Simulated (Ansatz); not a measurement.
# C2H8OSi: a ladder of functionals and wavefunction methods

The task here is to estimate one member of a computed series from the others.

Method: functionals in def2-TZVPP, the program's frozen cores in correlated methods; program: Ansatz 0.2.0, Gaussian basis.

The runs, in order: LDA (SPW92), PBE-D4, revPBE-D4, BLYP-D4, r2SCAN-D4, B97M-V, PBE0-D4, B3LYP-D4, r2SCANh-D4, r2SCAN0-D4, HSE06-D4, BHLYP-D4, CAM-B3LYP-D4, LC-ωPBE, ωB97X-V, ωB97M-V, B2PLYP, PBE-QIDH; CCSD(T)/def2-SVP; CCSD(T)/def2-TZVPP; MP2/def2-QZVPP; extrapolation to the limit; RPA on PBE.

## The relaxed structure

The geometry comes from an earlier relaxation with PBE0-D4 in a triple-zeta def2 set; it is a stationary point, not always the lowest conformer.

SMILES `CC[SiH2]O`, 12 atoms, charge 0, spin multiplicity 1.

Atoms are counted from 1 here; the program's logs count them from 0.

Bond lengths: C1–C2 1.526 Å, C1–H5 1.094 Å, C1–H6 1.093 Å, C1–H7 1.093 Å, C2–Si3 1.868 Å, C2–H8 1.096 Å, C2–H9 1.097 Å, Si3–O4 1.653 Å, Si3–H10 1.494 Å, Si3–H11 1.484 Å, O4–H12 0.957 Å. Angles: C2–C1–H5 111.5°, C2–C1–H6 111.3°, C2–C1–H7 111.8°, H5–C1–H6 107.5°, H5–C1–H7 107.4°, H6–C1–H7 107.1°, C1–C2–Si3 113.6°, C1–C2–H8 110.5°, C1–C2–H9 110.5°, Si3–C2–H8 108.4°, Si3–C2–H9 107.5°, H8–C2–H9 106.1°, C2–Si3–O4 112.4°, C2–Si3–H10 108.7°, C2–Si3–H11 110.7°, O4–Si3–H10 109.8°, O4–Si3–H11 105.6°, H10–Si3–H11 109.7° and more.

The first run:

File in.yaml:

```yaml
crystal:
  periodic: [false, false, false]
  atoms:
    - {symbol: C, position_ang: [-1.462032, -0.315082, -0.130353]}
    - {symbol: C, position_ang: [-0.193108, -0.595223, 0.670555]}
    - {symbol: Si, position_ang: [1.348053, 0.138237, -0.088584]}
    - {symbol: O, position_ang: [1.257971, 1.782743, -0.229554]}
    - {symbol: H, position_ang: [-1.384698, -0.701280, -1.150781]}
    - {symbol: H, position_ang: [-1.659094, 0.758335, -0.198744]}
    - {symbol: H, position_ang: [-2.341424, -0.775269, 0.326842]}
    - {symbol: H, position_ang: [-0.292139, -0.210908, 1.691680]}
    - {symbol: H, position_ang: [-0.031104, -1.675825, 0.767170]}
    - {symbol: H, position_ang: [1.555764, -0.473528, -1.435514]}
    - {symbol: H, position_ang: [2.530594, -0.124909, 0.769110]}
    - {symbol: H, position_ang: [0.748118, 2.137609, -0.957929]}
basis:
  gaussian: {orbitals: def2-TZVPP}
hamiltonian: {xc: lda}
output: {orbitals: {seedname: orbitals}}
```

Among the steps run: LDA; PBE-D4 (GGA); revPBE-D4 (GGA); BLYP-D4 (GGA); r2SCAN-D4 (meta-GGA); B97M-V (meta-GGA); PBE0-D4 (hybrid); B3LYP-D4 (hybrid); r2SCANh-D4 (hybrid); r2SCAN0-D4 (hybrid); HSE06-D4 (hybrid); BHLYP-D4 (hybrid); CAM-B3LYP-D4 (range-separated); LC-ωPBE-D4 (range-separated; the results give it without D4); ωB97X-V (range-separated); ωB97M-V (range-separated); B2PLYP (double hybrid); PBE-QIDH (double hybrid).

One of the session's tables, all rows but one given; the rest of the session is left out.

It belongs to the step «Frontier levels by functional». 

| functional | HOMO (eV) | LUMO (eV) | gap (eV) |
| --- | --- | --- | --- |
| LDA (SPW92) | -6.77 | -0.71 | 6.06 |
| PBE-D4 | -6.67 | -0.49 | 6.18 |
| revPBE-D4 | -6.62 | -0.38 | 6.24 |
| BLYP-D4 | -6.59 | -0.45 | 6.14 |
| r2SCAN-D4 | -6.97 | 0.06 | 7.03 |
| B97M-V | -7.11 | -0.30 | 6.81 |
| PBE0-D4 | -8.05 | 0.38 | 8.43 |
| B3LYP-D4 | ? | ? | ? |
| r2SCANh-D4 | -7.49 | 0.33 | 7.82 |
| r2SCAN0-D4 | -8.25 | 0.73 | 8.98 |
| HSE06-D4 | -7.65 | 0.01 | 7.65 |
| BHLYP-D4 | -9.37 | 1.11 | 10.48 |
| CAM-B3LYP-D4 | -9.47 | 1.23 | 10.70 |
| LC-ωPBE | -10.79 | 2.52 | 13.31 |
| ωB97X-V | -10.46 | 2.32 | 12.78 |
| ωB97M-V | -10.32 | 1.93 | 12.26 |

**Question.** Estimate the row for B3LYP-D4.

Worked estimate for «HOMO (eV)». Against the share of exact exchange, BLYP-D4 (0, -6.59), BHLYP-D4 (0.5, -9.37) give a slope of -5.56 per unit share; at 0.2 the line stands at -7.70.

The run gave: HOMO (eV): -7.86; LUMO (eV): 0.07; gap (eV): 7.93. In «HOMO (eV)» the line misses by +0.16.
